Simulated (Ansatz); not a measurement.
# FeNi: further runs on the relaxed cell

The task here is to estimate one member of a computed series from the others.

Computed with Ansatz 0.2.0 (DFT PBEsol, scalar-relativistic, plane waves, PAW, unless a step's input says otherwise).

2 further runs of the same task are left out: 2 set aside as unsound or not needed.

**The structure to begin with**

It takes space group P4/mmm (No. 123, tetragonal). Conventional cell: a = 2.468 Å, b = 2.468 Å, c = 3.533 Å, α = 90.00°, β = 90.00°, γ = 90.00°. Around Fe (site symmetry 4/mmm) lie 4 Fe at 2.47 Å and 8 Ni at 2.48 Å. Ni (site symmetry 4/mmm) has 4 Ni at 2.47 Å and 8 Fe at 2.48 Å in its first shell of neighbours.

Structure file:

```
CELL_PARAMETERS angstrom
2.46807 0.00000 0.00000
0.00000 2.46807 0.00000
0.00000 0.00000 3.53305
ATOMIC_POSITIONS crystal
Fe 0.00000 0.00000 0.00000
Ni 0.50000 0.50000 0.50000
```

This cell was relaxed beforehand with the same method: volume 10.76 Å³/atom, gap on the mesh none (metal), site moments up to 2.5 μB.

The first run:

Contents of input.yaml:

```yaml
crystal:
  lattice:
    - [2.4680683095, 0.0, 0.0]
    - [0.0, 2.4680683095, 0.0]
    - [0.0, 0.0, 3.5330533138]
  atoms:
    - { symbol: Fe, position: [0.0, 0.0, 0.0], spin: 2.79 }
    - { symbol: Ni, position: [0.5, 0.5, 0.5], spin: 0.75 }
basis:
  ecutwfc: 420
kpoints:
  mp_grid: { grid: [16, 16, 12] }
  band_path:
    path:
      - [[0.0, 0.0, 0.0], [0.0, 0.5, 0.0], [0.5, 0.5, 0.0], [0.0, 0.0, 0.0], [0.0, 0.0, 0.5], [0.0, 0.5, 0.5], [0.5, 0.5, 0.5], [0.0, 0.0, 0.5]]
      - [[0.0, 0.5, 0.0], [0.0, 0.5, 0.5]]
      - [[0.5, 0.5, 0.0], [0.5, 0.5, 0.5]]
    npoints: 14
hamiltonian:
  xc: pbesol
scf:
  occupations: { method: gaussian, width: 0.1 }
  n_extra_bands: 6
output:
  forces: true
  stress: true
  eigenvalues: true
  populations: true
  dos: { projected: true, de: 0.02, nscf_kmesh: { grid: [24, 24, 18] } }
  bader: true
magnetization:
  spin_polarized: true
checkpoint:
  read: start.run
  write: ck
  compress: false
  write_wavefunctions: false
  write_every: 100000
```

On the command line:

```sh
$ ansatz run input.yaml --threads 1 --pin off --max-ram 2560MiB --backend cpu --events-out ev --progress --plain --runs-dir out
```

Among the steps run: Electronic structure at the relaxed geometry; Volume × 0.97; The cell scaled to 1.03 of its volume; Point at V/V0 = 0.94; The cell scaled to 1.06 of its volume.

One table of the session follows, with a row left open; its other results are not shown here.

It belongs to the step «Equation of state». 

```
volume (Å³/atom)  energy above the lowest point (meV/atom)  pressure (GPa)  largest moment (μB)
          10.115                                      27.5           14.82                 2.37
          10.438                                       6.3            6.66                 2.45
          10.761                                       0.0            0.00                 2.54
          11.083                                         ?               ?                    ?
          11.406                                      22.2          -10.73                 2.66
```

Q: Estimate the row for volume (Å³/atom) = 11.083 from the others.

Worked estimate for «energy above the lowest point (meV/atom)». A straight line through the neighbours (10.761, 0.0) and (11.406, 22.2) gives 0.0 + (22.2 − 0.0) × (11.083 − 10.761) / (11.406 − 10.761) = 11.1; a parabola fitted to 3 rows on both sides gives 5.3.

**Answer.** energy above the lowest point (meV/atom): 5.6; pressure (GPa): -5.67; largest moment (μB): 2.61. In «energy above the lowest point (meV/atom)» the line misses by +5.5 and the parabola by -0.3.

Caveats from the session: Warnings in the runs' records: stability check not made.
